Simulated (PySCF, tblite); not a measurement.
# C₂H₁₀FNSi₂: geometry, infrared bands and NMR shifts

What infrared bands and NMR shifts should C₂H₁₀FNSi₂ (`CN[Si@H](C)[SiH2]F`) show?

The runs use tblite 0.8.0 and PySCF 2.14.0, with density-fitted response routines of our own; the level of theory stands in each step. All values are computed, except where a source is named. Atoms are numbered from 0 throughout.

**1. The starting structure**

16 atoms, charge 0, multiplicity 1; geometry from: force field or distance geometry start.

Bonds of the start (Å): C0–N1 1.45, N1–Si2 1.74, Si2–C3 1.86, Si2–Si4 2.34, Si4–F5 1.60, C0–H6 1.09, C0–H7 1.10, C0–H8 1.10, N1–H9 1.02, Si2–H10 1.48, C3–H11 1.09, C3–H12 1.07, C3–H13 1.10, Si4–H14 1.48, Si4–H15 1.48.

**2. Optimising the geometry with GFN2-xTB**

Job settings and geometry (Å):

```
{"job": {"kind": "relax", "xc": "GFN2-xTB", "basis": "xTB"}, "charge": 0, "multiplicity": 1}
C     -2.245200    -0.739300    -0.435400
N     -1.318700     0.364700    -0.249300
Si     0.264300     0.182800     0.444300
C      1.071200     1.854400     0.538400
Si     1.691900    -1.259300    -0.712100
F      3.091800    -1.368800     0.049600
H     -1.835500    -1.512500    -1.084700
H     -3.152700    -0.355100    -0.917900
H     -2.543300    -1.190100     0.520700
H     -1.801700     1.103000     0.266600
H      0.010200    -0.326300     1.811200
H      0.451900     2.548000     1.116500
H      1.231700     2.277600    -0.436300
H      2.046800     1.779500     1.045800
H      1.086400    -2.607300    -0.810800
H      1.943300    -0.742400    -2.081100
```

Launch:

```sh
> OMP_NUM_THREADS=1 python probes_run.py task.json out
```

This one command runs all jobs of the session in turn.

**Question.** This job is followed by: GFN2-xTB harmonic vibrations, gas phase; GIAO PBE0/pcSseg-1 NMR shielding, non-relativistic, gas phase. Predict these results of the whole session: strongest single infrared mode (GFN2-xTB); zero-point energy (GFN2-xTB); 13C shifts against TMS (PBE0/pcSseg-1); 1H shifts against TMS (PBE0/pcSseg-1, means over atoms taken as alike); 15N shifts against NH3 (PBE0/pcSseg-1); 29Si shifts against TMS (PBE0/pcSseg-1); 19F shifts against CFCl3 (PBE0/pcSseg-1); surface potential, 1st and 99th percentile.

The runs gave:

```
                                                              quantity                                    value
                             strongest single infrared mode (GFN2-xTB)                    2225 cm⁻¹, 451 km/mol
                                          zero-point energy (GFN2-xTB)                            73.7 kcal/mol
                                13C shifts against TMS (PBE0/pcSseg-1)                           34.6, -3.7 ppm
1H shifts against TMS (PBE0/pcSseg-1, means over atoms taken as alike)  5.79, 5.59, 5.33, 2.67, 0.38, -0.66 ppm
                                15N shifts against NH3 (PBE0/pcSseg-1)                                 14.4 ppm
                               29Si shifts against TMS (PBE0/pcSseg-1)                           3.0, -31.3 ppm
                              19F shifts against CFCl3 (PBE0/pcSseg-1)                               -275.4 ppm
                                 surface potential, 1st and 99th percentile                       -1.28 V and 1.54 V
```

**Reading.** Relaxing lowered the energy by 0.277 eV in 83 steps; the close pair that moved most is Si2–C3, from 1.859 to 1.901 Å. All 42 modes are real, so the xTB geometry is a minimum. The strongest single mode, at 2225 cm⁻¹, moves mainly H14. GFN2-xTB is a fitted tight-binding method: band positions and strengths are rough. Its intensities can rank the bands wrongly. The most deshielded carbon is C0 (methyl carbon bonded to N), at 34.6 ppm: pulled downfield by the heteroatom. At PBE0/pcSseg-1: The widest tensor belongs to Si4: span 177 ppm, with a paramagnetic part of -531 ppm. At PBE0/pcSseg-1, counted by nearest atom on the grid, the HOMO lies on N1 57 %; H10 10 %, the LUMO on Si4 23 %; Si2 13 %.
